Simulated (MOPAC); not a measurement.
# singlet CH4FGe− at PM6-D3H4 (COSMO hexane)

Wanted: a structure relaxation of singlet CH4FGe−. 

The results are computed with MOPAC 23.2.5.

3 further runs of the same task are left out: 3 set aside as unsound or not needed.

### 1 The molecule

CH4FGe− has 7 atoms, charge -1, and is taken as a singlet. SMILES of the parent species: `F[CH2][GeH2]`. The shape comes from GFN2-xTB, which is rough for such elements, and wasn't checked as a minimum. This is one conformer, not always the lowest. That shape belongs to the parent species and isn't relaxed for this state. The run starts from this shape.

Bond lengths: F1–C2 1.375 Å, C2–Ge3 2.040 Å, C2–H4 1.090 Å, C2–H5 1.090 Å, Ge3–H6 1.556 Å, Ge3–H7 1.556 Å. Angles: F1–C2–Ge3 102.9°, F1–C2–H4 107.6°, F1–C2–H5 107.6°, Ge3–C2–H4 113.7°, Ge3–C2–H5 113.9°, C2–Ge3–H6 101.8°, C2–Ge3–H7 101.9°, H4–C2–H5 110.5°, H6–Ge3–H7 100.3°.

### 2 A geometry optimisation at PM6-D3H4 (COSMO hexane)

Contents of run.mop:

```
PM6-D3H4 CYCLES=200 BFGS CHARGE=-1 EPS=1.88 AUX(PRECISION=6) T=10M THREADS=1
CH4FGe

F
C 1 r2
Ge 2 r3 1 a3
H 2 r4 1 a4 3 d4
H 2 r5 4 a5 1 d5
H 3 r6 2 a6 4 d6
H 3 r7 6 a7 2 d7

r2 1.375333
r3 2.039866
a3 102.874240
r4 1.089744
a4 107.592760
d4 -120.364330
r5 1.090179
a5 110.535640
d5 117.218080
r6 1.555613
a6 101.849450
d6 167.801040
r7 1.555561
a7 100.304070
d7 104.597970
```

The run is started by

```bash
$ mopac run.mop
```

Q: Predict the results. Wanted: HOMO energy; LUMO energy; HOMO–LUMO gap; heat of formation.

Computed results:

At PM6-D3H4 (COSMO hexane):

```
         quantity           value
      HOMO energy        -4.68 eV
      LUMO energy         4.43 eV
    HOMO–LUMO gap         9.12 eV
heat of formation  -92.1 kcal/mol
```

At the final geometry: Bond lengths: F1–C2 1.377 Å, C2–Ge3 1.928 Å, C2–H4 1.111 Å, C2–H5 1.111 Å, Ge3–H6 1.498 Å, Ge3–H7 1.494 Å. Angles: F1–C2–Ge3 110.9°, F1–C2–H4 105.7°, F1–C2–H5 105.5°, Ge3–C2–H4 110.7°, Ge3–C2–H5 110.4°, C2–Ge3–H6 116.2°, C2–Ge3–H7 115.8°, H4–C2–H5 113.4°, H6–Ge3–H7 121.5°. The optimisation stopped short of its gradient threshold. The optimisation took 8 steps and changed the energy by -0.154 eV.
